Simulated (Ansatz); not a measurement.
# Si4F: the cost of one run

Program: Ansatz 0.2.0. Level of theory: DFT PBE, scalar-relativistic, plane waves, PAW. These are calculated values, not measurements.

**1. The structure to begin with**

The structure is hexagonal, space group P6mm (No. 183). The conventional cell has a = 4.014 Å, b = 4.014 Å, c = 6.183 Å, α = 90.00°, β = 90.00°, γ = 120.00°. Around Si (site symmetry 2mm) lie 6 Si at 2.01 to 2.08 Å. Si (site symmetry 6mm) is surrounded by 6 Si at 2.08 Å. F (site symmetry 6mm) has 1 Si at 2.52 Å as nearest neighbours.

As a file:

```xyz
5
Lattice="4.0142 0.0000 0.0000 -2.0071 3.4764 0.0000 0.0000 0.0000 6.1835" Properties=species:S:1:pos:R:3 pbc="T T T"
Si    2.0071    0.0000    0.2561
Si   -1.0036    1.7382    0.2561
Si    1.0036    1.7382    0.2561
Si    0.0000    0.0000    5.8896
F     0.0000    0.0000    3.3718
```

The cell is invented: random cell by space group and Wyckoff sites (P6mm, No. 183). Lengths come from tabulated atomic sizes and are only a guess.

**2. Probe: one point on a coarse mesh**

The input, input.yaml:

```yaml
crystal:
  lattice:
    - [4.01421023, 0.0, 0.0]
    - [-2.00710511, 3.47640803, 0.0]
    - [0.0, 0.0, 6.18349991]
  atoms:
    - { symbol: Si, position: [0.5, 0.0, 0.04141012] }
    - { symbol: Si, position: [0.0, 0.5, 0.04141012] }
    - { symbol: Si, position: [0.5, 0.5, 0.04141012] }
    - { symbol: Si, position: [0.0, 0.0, 0.95247187] }
    - { symbol: F, position: [0.0, 0.0, 0.54529376] }
basis:
  ecutwfc: 420
kpoints:
  mp_grid: { grid: [6, 6, 4] }
hamiltonian:
  xc: pbe
scf:
  occupations: { method: gaussian, width: 0.1 }
  lower_state_search: "off"
output:
  forces: true
  stress: true
  eigenvalues: true
```

Command:

```bash
ansatz run input.yaml --threads 1 --pin off --max-ram 2560MiB --backend cpu --events-out ev --progress --plain --runs-dir out
```

Q: Estimate wall time and peak memory on 1 thread of Intel Xeon 6975P-C (Granite Rapids), shared host.

About 1.5 s, with a peak of 0.36 GiB.
